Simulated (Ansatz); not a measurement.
# BN: strong compression

An exercise on one series of results from a longer session: the logs are not shown, and one member is left open.

Program: Ansatz 0.2.0. Level of theory: DFT, PBE, PAW with Ansatz's default frozen-core files, scalar-relativistic. These are calculated values, not measurements.

## The structure to begin with

The structure is hexagonal, space group P6_3mc (No. 186). The conventional cell has a = 3.049 Å, b = 3.049 Å, c = 4.969 Å, α = 90.00°, β = 90.00°, γ = 120.00°. Around B (site symmetry 3m) lie 4 N at 1.86 to 1.87 Å. Around N (site symmetry 3m) lie 4 B at 1.86 to 1.87 Å.

Structure file:

```
B N
1.0
     3.04869    0.00000    0.00000
    -1.52435    2.64025    0.00000
     0.00000    0.00000    4.96937
B N
2 2
Direct
  0.33333 0.66667 0.00000
  0.66667 0.33333 0.50000
  0.33333 0.66667 0.37600
  0.66667 0.33333 0.87600
```

Whether this phase is the stable one at these pressures isn't tested.

Atoms are numbered in the order of the input: B1, B2, N3, N4.

Set-up of the first run:

input.yaml reads:

```yaml
crystal:
  lattice:
    - [3.0486945782, 0.0, 0.0]
    - [-1.5243472891, 2.6402469531, 0.0]
    - [0.0, 0.0, 4.9693721624]
  atoms:
    - { symbol: B, position: [0.3333333333, 0.6666666667, 0.0] }
    - { symbol: B, position: [0.6666666667, 0.3333333333, 0.5] }
    - { symbol: "N", position: [0.3333333333, 0.6666666667, 0.376] }
    - { symbol: "N", position: [0.6666666667, 0.3333333333, 0.876] }
kpoints:
  mp_grid: { grid: [12, 12, 6] }
scf:
  occupations: { method: fermi_dirac, width: 0.05 }
hamiltonian:
  xc: pbe
  pseudopotentials: { kind: paw }
output:
  forces: true
  stress: true
  write_density: true
  write_potential: true
  elf: true
  volumetric_format: npy
relax:
  f_tol: 0.005
  max_steps: 40
  cell: {}
```

On the command line:

```bash
$ ansatz run input.yaml --threads 1 --pin off --max-ram 3072MiB --backend cpu --events-out ev --progress --plain --runs-dir out
```

Among the steps run: Cell relaxed at zero pressure, PAW; Volume scaled by 1, PAW; Shape and atoms relaxed at 0.94 of the volume, PAW; Volume scaled by 0.94, PAW; Shape and atoms relaxed at 0.88 of the volume, PAW; Volume scaled by 0.88, PAW; Shape and atoms relaxed at 0.8 of the volume, PAW; Volume scaled by 0.8, PAW; Shape and atoms relaxed at 0.72 of the volume, PAW; Volume scaled by 0.72, PAW; Shape and atoms relaxed at 0.64 of the volume, PAW; Volume scaled by 0.64, PAW; Shape and atoms relaxed at 0.55 of the volume, PAW; Volume scaled by 0.55, PAW; Volume scaled by 0.55, PAW (partial_waves polarizable).

One table of the session follows, with a row left open; its other results are not shown here.

```
                         method  volume over the first  volume (Å³/atom)  pressure (GPa)  gap on the k mesh (eV)
                            PAW                      1             5.969           -0.02                    5.23
                            PAW                   0.94             5.611           25.72                    5.09
                            PAW                   0.88                 ?               ?                       ?
                            PAW                    0.8             4.775          124.33                    4.64
                            PAW                   0.72             4.298          220.84                    4.23
                            PAW                   0.64             3.820          368.98                    3.67
                            PAW                   0.55             3.283          642.40                    2.75
PAW (partial_waves polarizable)                   0.55             3.283          642.39                    2.75
```

**Question.** Estimate the row for PAW, 0.88.

**Answer.** volume (Å³/atom): 5.253; pressure (GPa): 59.95; gap on the k mesh (eV): 4.93. In the column «volume (Å³/atom)» it lies between PAW, 0.8 (4.775) and PAW, 0.94 (5.611).
